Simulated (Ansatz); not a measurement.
# C2H5BF2: one species, many methods

How much do the methods differ for C2H5BF2? The plan is to run it at one geometry with functionals of several rungs and with coupled cluster. The yardstick is the atomisation energy at the CCSD(T) limit.

Method: functionals in def2-TZVPP, the program's frozen cores in correlated methods; program: Ansatz 0.2.0, Gaussian basis.

Levels to be run: LDA (SPW92), PBE-D4, revPBE-D4, BLYP-D4, r2SCAN-D4, B97M-V, PBE0-D4, B3LYP-D4, r2SCANh-D4, r2SCAN0-D4, HSE06-D4, BHLYP-D4, CAM-B3LYP-D4, LC-ωPBE, ωB97X-V, ωB97M-V, B2PLYP, PBE-QIDH; CCSD(T)/def2-SVP; CCSD(T)/def2-TZVPP; MP2/def2-QZVPP; extrapolation to the limit; RPA on PBE.

## (1) The geometry

The geometry comes from an earlier relaxation with PBE0-D4 in a triple-zeta def2 set; it is a stationary point, not always the lowest conformer.

SMILES `FCBCF`, 10 atoms, charge 0, spin multiplicity 1.

Atoms are counted from 1 here; the program's logs count them from 0.

Bond lengths: F1–C2 1.386 Å, C2–B3 1.551 Å, C2–H6 1.100 Å, C2–H7 1.100 Å, B3–C4 1.554 Å, B3–H8 1.196 Å, C4–F5 1.391 Å, C4–H9 1.100 Å, C4–H10 1.100 Å. Angles: F1–C2–B3 115.0°, F1–C2–H6 108.5°, F1–C2–H7 108.5°, B3–C2–H6 109.8°, B3–C2–H7 109.8°, H6–C2–H7 104.9°, C2–B3–C4 120.4°, C2–B3–H8 121.8°, C4–B3–H8 117.8°, B3–C4–F5 114.6°, B3–C4–H9 110.1°, B3–C4–H10 110.1°, F5–C4–H9 108.1°, F5–C4–H10 108.1°, H9–C4–H10 105.5°.

## (2) LDA

This LDA is Slater exchange with PW92 correlation.

in.yaml

```yaml
crystal:
  periodic: [false, false, false]
  atoms:
    - {symbol: F, position_ang: [0.077454, -2.557772, 0.091747]}
    - {symbol: C, position_ang: [0.257520, -1.268336, -0.382793]}
    - {symbol: B, position_ang: [-0.262774, -0.147130, 0.554208]}
    - {symbol: C, position_ang: [-0.125480, 1.345827, 0.145108]}
    - {symbol: F, position_ang: [0.482681, 1.554886, -1.088556]}
    - {symbol: H, position_ang: [1.328467, -1.117530, -0.584519]}
    - {symbol: H, position_ang: [-0.228795, -1.187774, -1.366314]}
    - {symbol: H, position_ang: [-0.778361, -0.391916, 1.605101]}
    - {symbol: H, position_ang: [-1.115733, 1.823744, 0.123006]}
    - {symbol: H, position_ang: [0.448220, 1.894799, 0.906011]}
basis:
  gaussian: {orbitals: def2-TZVPP}
hamiltonian: {xc: lda}
output: {orbitals: {seedname: orbitals}}
```

Further steps of the session: PBE-D4 (GGA); revPBE-D4 (GGA); BLYP-D4 (GGA); r2SCAN-D4 (meta-GGA); B97M-V (meta-GGA); PBE0-D4 (hybrid); B3LYP-D4 (hybrid); r2SCANh-D4 (hybrid); r2SCAN0-D4 (hybrid); HSE06-D4 (hybrid); BHLYP-D4 (hybrid); CAM-B3LYP-D4 (range-separated); LC-ωPBE (range-separated); ωB97X-V (range-separated); ωB97M-V (range-separated); B2PLYP (double hybrid); PBE-QIDH (double hybrid); CCSD(T) in def2-SVP; CCSD(T) in def2-TZVPP; MP2 in def2-QZVPP; RPA on PBE orbitals.

Q: Predict the results of all the runs planned. Wanted: atomisation energy, CCSD(T)/CBS; farthest beyond LDA; mean size of error, GGA; mean size of error, meta-GGA; mean size of error, hybrid; mean size of error, range-separated; mean size of error, double hybrid; gap, smallest and largest; T1 diagnostic.

**Answer**, as computed:

| quantity | value |
| --- | --- |
| atomisation energy, CCSD(T)/CBS | 900.0 kcal/mol |
| functionals within 4.5 kcal/mol (0.5 %) | revPBE-D4, r2SCANh-D4, B2PLYP, PBE-QIDH |
| farthest beyond LDA | PBE-D4 (+27.8 kcal/mol) |
| mean size of error, GGA | 11.8 kcal/mol |
| mean size of error, meta-GGA | 7.1 kcal/mol |
| mean size of error, hybrid | 9.3 kcal/mol |
| mean size of error, range-separated | 8.0 kcal/mol |
| mean size of error, double hybrid | 2.3 kcal/mol |
| gap, smallest and largest | 4.68 eV (LDA (SPW92)), 12.62 eV (LC-ωPBE) |
| T1 diagnostic | 0.0112 |
| triples share of the correlation energy | 3.2 % |

In words: The LDA atomisation energy is off by 145.4 kcal/mol (16 %): it overbinds. PBE-D4 is off by +27.8 kcal/mol. Double hybrids carry the basis error of their MP2 part in triple zeta, and no dispersion term here, so their miss is partly the set-up's. By mean error the best rung here is double hybrid (2.3 kcal/mol) and the worst beyond LDA is GGA (11.8 kcal/mol). The reference freezes the cores and leaves out relativity and excitations past (T), so misses under about 4.5 kcal/mol can't be ranked. Hartree-Fock recovers 75 % of the binding; the rest is correlation. CCSD(T) in def2-SVP is off by -40.1 kcal/mol, so the small basis spoils what the method gains. The gap grows from 4.7 to 12.6 eV across the functionals, mostly with the share of exact exchange.
